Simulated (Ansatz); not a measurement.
# Ta4NiO11 (P2/m) in Ansatz: settings compared

One crystal, Ta4NiO11, is run at these levels: r2SCAN, PBEsol+D3(BJ), r2SCAN+rVV10; tasks: relaxation of cell and atoms.

Everything below comes from runs of Ansatz 0.2.0. Logs are shortened: lines on timing, memory, paths and dates and some standing lists are left out, and cuts for length are marked.

## 1. The structure

Symmetry: P2/m, No. 10, monoclinic system. Conventional cell: a = 4.771 Å, b = 5.825 Å, c = 7.518 Å, α = 90.00°, β = 105.26°, γ = 90.00°. Ta (site symmetry m) is surrounded by 4 O at 1.89 to 2.01 Å. Ta (site symmetry m) is surrounded by 5 O at 1.89 to 1.98 Å. Ni (site symmetry 2/m) has 4 O at 1.94 Å as nearest neighbours. O (site symmetry 1) is surrounded by 1 Ta at 1.93 Å and 1 Ni at 1.94 Å. Around O (site symmetry 1) lie 2 Ta at 1.93 to 1.98 Å. O (site symmetry 2/m) has 2 Ta at 2.01 Å as nearest neighbours. O (site symmetry 2/m) has 2 Ta at 1.89 Å as nearest neighbours. O (site symmetry 2/m) is surrounded by 2 Ta at 1.89 Å.

The cell was built by a generator and needn't be a form met in nature.

## 2. Relaxation of cell and atoms, r2SCAN, collinear spin, ferromagnetic start

Contents of input.yaml:

```yaml
crystal:
  lattice:
    - [4.77089, 0.0, 0.00513]
    - [0.0, 5.82454, 0.0]
    - [-1.98628, 0.0, 7.25051]
  atoms:
    - { symbol: Ta, position: [0.61339, 0.5, 0.76042] }
    - { symbol: Ta, position: [0.38661, 0.5, 0.23958] }
    - { symbol: Ta, position: [0.16615, 0.0, 0.79875] }
    - { symbol: Ta, position: [0.83385, 0.0, 0.20125] }
    - { symbol: Ni, position: [0.5, 0.0, 0.5], spin: 1.0 }
    - { symbol: O, position: [0.33278, 0.79913, 0.65053] }
    - { symbol: O, position: [0.66722, 0.79913, 0.34947] }
    - { symbol: O, position: [0.90047, 0.25786, 0.80718] }
    - { symbol: O, position: [0.09953, 0.25786, 0.19282] }
    - { symbol: O, position: [0.66722, 0.20087, 0.34947] }
    - { symbol: O, position: [0.33278, 0.20087, 0.65053] }
    - { symbol: O, position: [0.09953, 0.74214, 0.19282] }
    - { symbol: O, position: [0.90047, 0.74214, 0.80718] }
    - { symbol: O, position: [0.5, 0.5, 0.0] }
    - { symbol: O, position: [0.5, 0.0, 0.0] }
    - { symbol: O, position: [0.5, 0.5, 0.5] }
hamiltonian:
  xc: r2scan
  pseudopotentials: { kind: paw }
magnetization:
  spin_polarized: true
kpoints:
  mp_grid: { grid: [4, 4, 3] }
scf:
  occupations: { method: fermi_dirac, width: 0.05 }
output:
  forces: true
  stress: true
  eigenvalues: true
relax:
  f_tol: 0.01
  max_steps: 40
  cell: { stress_tol: 0.05 }
```

Potentials or basis: Ansatz PAW.

Started as:

```
$ ansatz run input.yaml --threads 8 --pin off --max-ram 20480MiB --backend cpu --events-out ev --progress --plain --runs-dir out
```

What it wrote:

```text
Warning: RAYON_NUM_THREADS=8 ignored (pool sized by the plan → 8); use --threads N
Engine: ansatz 0.2.0, aarch64-unknown-linux-gnu
Pseudopotentials: kind: paw
Pseudopotential: Ta, paw, valence charge 13, recommended cutoff 500 eV (meta_gga), Ta.paw.azcp
Pseudopotential: Ni, paw, valence charge 18, recommended cutoff 500 eV (meta_gga), Ni.paw.azcp
Pseudopotential: O, paw, valence charge 6, recommended cutoff 500 eV (meta_gga), O.paw.azcp
Functional definition: r2SCAN
  parameter k0 = 0.174
  parameter k1 = 0.065
  parameter a1 = 4.9479
  exchange = r2scan_x(k0 = k0, k1 = k1, a1 = a1)
  correlation = r2scan_c
Crystal: 16 atoms, lattice volume = 201.538 Å³
Basis set: ecut = 500 eV, 5125 PW (Γ), exchange–correlation on 144×180×240 points (64 copies of the dense FFT grid, shifted against one another)
Bands: 85, of which v1, the nominal top of the filled ones, is band 68 counted from 1 (67 counted from 0)
[... 255 lines left out ...]
  k-point 0 ↑: bands = ["-96.8490", "-61.1571", "-61.1562", "-61.0645", "-61.0634", "-56.2428", "-56.2112", "-54.8963", "-27.2325", "-27.1184", "-27.1143", "-27.0843", "-27.0824", "-27.0807", "-27.0704", "-26.9760", "-26.9637", "-26.9587", "-26.9123", "-26.9087", "-10.9773", "-10.3028", "-10.2651", "-9.7170", "-9.6687", "-9.6117", "-9.1470", "-9.0693", "-8.9328", "-8.9226", "-8.5028", "2.5170", "2.6649", "2.7364", "2.8043", "3.0058", "3.1009", "3.1448", "3.2244", "3.4423", "4.1219", "4.1223", "4.1723", "4.4287", "4.5555", "4.6076", "5.6559", "5.7128", "5.8527", "6.0026", "6.3437", "6.3512", "6.4510", "6.4546", "6.5052", "6.7425", "6.8956", "6.9271", "7.1412", "7.4814", "7.7345", "7.9438", "8.0471", "8.1561", "8.5491", "8.8236", "8.9135", "9.2540", "10.9734", "11.1939", "11.7320", "11.8605", "12.5290", "12.8338", "13.0199", "13.2740", "14.2407", "14.3422", "14.4469", "14.5131", "15.0290", "15.1944", "15.2790", "15.7047", "16.0550"]
  k-point 1 ↑: bands = ["-96.8490", "-61.1569", "-61.1564", "-61.0645", "-61.0634", "-56.2428", "-56.2112", "-54.8962", "-27.2302", "-27.1215", "-27.1009", "-27.0907", "-27.0802", "-27.0726", "-27.0610", "-26.9945", "-26.9730", "-26.9578", "-26.9114", "-26.9095", "-10.8506", "-10.5519", "-10.1192", "-9.7348", "-9.5960", "-9.4827", "-9.1594", "-9.0328", "-8.9687", "-8.9569", "-8.7271", "2.6627", "2.7307", "2.7884", "2.9047", "2.9764", "3.0468", "3.3155", "3.4831", "3.5376", "3.7784", "4.2385", "4.2557", "4.4634", "4.5221", "4.9995", "5.3360", "5.5017", "5.6960", "5.8319", "6.0182", "6.0585", "6.3081", "6.4618", "6.5872", "6.8676", "6.9149", "7.0046", "7.2487", "7.2487", "7.7908", "7.8255", "7.9949", "8.1854", "8.5846", "8.8335", "8.9868", "9.3127", "11.0732", "11.2947", "11.7124", "12.0167", "12.8004", "12.8247", "13.0970", "13.6760", "13.8917", "13.9203", "14.3331", "14.6182", "14.8011", "14.9302", "15.5356", "15.9793", "16.2540"]
  k-point 2 ↑: bands = ["-96.8490", "-61.1570", "-61.1562", "-61.0646", "-61.0634", "-56.2428", "-56.2112", "-54.8962", "-27.2323", "-27.1208", "-27.1113", "-27.0740", "-27.0671", "-27.0572", "-27.0456", "-26.9924", "-26.9741", "-26.9635", "-26.9364", "-26.9310", "-10.8259", "-10.2600", "-10.1451", "-9.7922", "-9.6104", "-9.5094", "-9.3036", "-9.1600", "-9.1167", "-9.0005", "-8.4839", "2.5064", "2.5545", "2.6910", "2.8724", "3.0441", "3.2997", "3.3726", "3.5888", "3.6661", "3.8032", "3.8975", "4.2806", "4.5426", "4.9045", "4.9772", "5.4118", "5.4520", "5.5839", "5.9502", "6.1784", "6.2272", "6.4354", "6.5086", "6.5638", "6.6018", "6.6967", "6.8371", "7.0957", "7.4265", "7.5578", "7.8467", "8.1072", "8.1926", "8.2536", "8.8547", "8.9813", "9.3091", "10.9521", "11.8262", "11.8418", "12.1948", "12.5446", "12.6018", "12.9105", "13.1772", "14.0489", "14.1824", "14.5003", "14.6536", "15.0409", "15.1372", "15.4581", "15.7399", "15.8875"]
  k-point 20 ↓: bands = ["-96.8214", "-61.1577", "-61.1572", "-61.0632", "-61.0630", "-56.2075", "-56.1616", "-54.9041", "-27.2324", "-27.1264", "-27.1083", "-27.0955", "-27.0874", "-27.0781", "-27.0674", "-26.9919", "-26.9360", "-26.9318", "-26.9310", "-26.9290", "-10.4534", "-10.2529", "-10.2019", "-10.0122", "-9.9297", "-9.4889", "-9.2999", "-9.1065", "-9.0911", "-8.8720", "-8.5414", "2.5446", "2.7684", "2.9381", "3.0357", "3.0432", "3.3330", "3.3833", "3.8352", "3.8792", "4.1765", "4.2028", "4.4076", "4.5002", "4.7873", "4.7955", "5.2430", "5.3984", "5.4369", "5.6080", "5.8008", "6.0132", "6.0652", "6.2777", "6.3444", "6.4535", "6.7672", "6.8725", "6.9461", "7.2631", "7.3567", "7.6017", "8.0118", "8.2613", "8.3139", "8.8471", "9.0861", "9.3385", "10.8372", "12.2192", "12.4298", "12.8726", "12.8773", "13.2164", "13.3055", "13.5054", "13.7044", "13.7284", "14.1755", "14.3588", "14.4679", "15.0334", "15.4065", "16.1984", "16.4871"]
--- Relaxed structure (8 steps of the walk, 8 accepted, 1 SCFs on fresh bases) ---
  F+E_penalty+E_count = -51889.13184856 eV   max|allowed force component| = 5.672e-3 eV/Å   (the final SCF, on the basis selected at the relaxed cell)
  cell:  # Å, volume = 196.7013 Å³
    - [4.760740260630051, -3.93710422087883e-18, -0.012601141102068718]
    - [-4.797438522935492e-18, 5.734757366296857, -8.532074851827722e-18]
    - [-2.008957531761951, -8.984887706941511e-18, 7.210045663071052]
  atoms:
    - { symbol: Ta, position: [0.6067845145765052, 0.49999999999999994, 0.7597090992300284] }
    - { symbol: Ta, position: [0.393215485423495, 0.49999999999999994, 0.24029090076997162] }
    - { symbol: Ta, position: [0.16481856077686255, 3.6029664432525506e-19, 0.7997598163897133] }
    - { symbol: Ta, position: [0.8351814392231375, -1.974207947431733e-19, 0.20024018361028662] }
    - { symbol: Ni, position: [0.5, 8.143792479104047e-20, 0.5] }
    - { symbol: O, position: [0.32723834953898845, 0.7960237731968363, 0.6513135105401753] }
    - { symbol: O, position: [0.672761650461012, 0.7960237731968363, 0.34868648945982494] }
    - { symbol: O, position: [0.895269565818569, 0.2552155277954534, 0.807032131852658] }
    - { symbol: O, position: [0.10473043418143134, 0.2552155277954534, 0.1929678681473422] }
    - { symbol: O, position: [0.672761650461012, 0.20397622680316368, 0.34868648945982494] }
    - { symbol: O, position: [0.32723834953898845, 0.20397622680316368, 0.6513135105401753] }
    - { symbol: O, position: [0.10473043418143134, 0.7447844722045464, 0.1929678681473422] }
    - { symbol: O, position: [0.895269565818569, 0.7447844722045464, 0.807032131852658] }
    - { symbol: O, position: [0.5, 0.49999999999999994, 1.0842021724855044e-19] }
    - { symbol: O, position: [0.5, 8.143792479104076e-20, 0.0] }
    - { symbol: O, position: [0.5, 0.49999999999999994, 0.5] }
```

Wall time 3.4 min (8 threads of Arm Neoverse V2, shared host); peak memory 2 GiB.

Results:

| Quantity | Value |
| --- | --- |
| Free energy | -51889.1318 eV |
| Relaxed volume | 12.29 Å³/atom |
| Relaxed cell | a = 4.761 Å, b = 5.735 Å, c = 7.485 Å, α = 90.00°, β = 105.72°, γ = 90.00° |
| Space group after relaxing (to 0.05 Å) | P2/m (No. 10) |
| Energy gained by relaxing | 6.0 meV/atom |
| Ionic steps | 9 |
| Pressure after relaxing | 0.0 GPa |
| Largest force after relaxing | 0.006 eV/Å |
| Band gap on the k mesh | 1.37 eV, indirect (least direct gap 1.42 eV) |
| Net moment | 0.00 μB per cell |
| Absolute moment | 0.70 μB per cell |

Forces in eV/Å, atoms in the order of the input:
```
Ta   0.001  0.000  0.002
Ta  -0.001  0.000 -0.002
Ta  -0.006  0.000  0.002
Ta   0.006  0.000 -0.002
Ni   0.000  0.000  0.000
O    0.002 -0.001 -0.001
O   -0.002 -0.001  0.001
O    0.000  0.000  0.000
O    0.000  0.000  0.000
O   -0.002  0.001  0.001
O    0.002  0.001 -0.001
O    0.000  0.000  0.000
O    0.000  0.000  0.000
O    0.000  0.000  0.000
O    0.000  0.000  0.000
O    0.000  0.000  0.000
```

The path:
| step | energy change (eV) | largest force (eV/Å) | volume (Å³) |
| --- | --- | --- | --- |
| 1 | 0.0000 | 0.4644 | 201.54 |
| 2 | -0.0894 | 0.1504 | 195.64 |
| 3 | -0.0945 | 0.0923 | 196.56 |
| 4 | -0.0969 | 0.1110 | 196.81 |
| 5 | -0.0985 | 0.0467 | 196.80 |
| 6 | -0.0988 | 0.0208 | 196.78 |
| 7 | -0.0989 | 0.0158 | 196.73 |
| 8 | -0.0990 | 0.0058 | 196.70 |
| 9 | -0.0958 | 0.0060 | 196.70 |

Final structure:
```
Ta Ni O
1.0
     4.76074    0.00000   -0.01260
     0.00000    5.73476    0.00000
    -2.00896    0.00000    7.21005
Ta Ni O
4 1 11
Cartesian
  1.3625 2.8674 5.4699
  1.3893 2.8674 1.7276
  -0.8220 0.0000 5.7642
  3.5738 0.0000 1.4332
  1.3759 0.0000 3.5987
  0.2494 4.5650 4.6919
  2.5023 4.5650 2.5056
  2.6409 1.4636 5.8075
  0.1109 1.4636 1.3900
  2.5023 1.1698 2.5056
  0.2494 1.1698 4.6919
  0.1109 4.2712 1.3900
  2.6409 4.2712 5.8075
  2.3804 2.8674 -0.0063
  2.3804 0.0000 -0.0063
  1.3759 2.8674 3.5987
```

Levels at points of the mesh, in eV from the valence-band top:
Spin up:
| k point | band 64 | band 65 | band 66 | band 67 | band 68 | band 69 | band 70 | band 71 | band 72 | band 73 |
| --- | --- | --- | --- | --- | --- | --- | --- | --- | --- | --- |
| (0.00, 0.00, 0.00) | -1.23 | -0.83 | -0.56 | -0.47 | -0.13 | 1.59 | 1.81 | 2.35 | 2.48 | 3.15 |
| (0.00, -0.50, 0.00) | -1.20 | -1.14 | -0.46 | -0.35 | -0.02 | 1.62 | 2.61 | 2.67 | 2.70 | 3.43 |
| (-0.50, 0.00, 0.00) | -1.21 | -1.06 | -0.65 | -0.34 | -0.22 | 1.72 | 2.04 | 2.53 | 2.69 | 2.78 |
| (-0.50, -0.50, 0.00) | -1.05 | -0.97 | -0.65 | -0.30 | -0.15 | 1.49 | 2.64 | 3.11 | 3.12 | 3.36 |
Spin down:
```
             k point  band 65  band 66  band 67  band 68  band 69  band 70  band 71  band 72
  (0.00, 0.00, 0.00)    -0.85    -0.36    -0.29    -0.25     1.55     1.81     2.35     2.47
 (0.00, -0.50, 0.00)    -1.27    -0.29    -0.20    -0.10     1.70     2.61     2.68     2.70
 (-0.50, 0.00, 0.00)    -1.08    -0.55    -0.39    -0.11     1.56     2.21     2.53     2.68
(-0.50, -0.50, 0.00)    -1.06    -0.54    -0.32    -0.02     1.55     2.64     3.11     3.15
```

Caveat: the magnetic or orbital state may not be the lowest; odd divisions of the mesh miss points on the zone boundary, where band edges often lie, so the gap on the mesh can be too wide; the plane-wave basis is chosen anew once the cell has moved, so the energies of steps on either side of that aren't comparable; spin-orbit coupling is left out, which moves the levels of the heavy elements; the PAW data sets come from PBE, with cores solved anew for the run's functional, which leaves a small shift of forces and pressure; the starting moments weren't kept. A k mesh can miss the band edges.

(Part 1 of 2 ends here.)
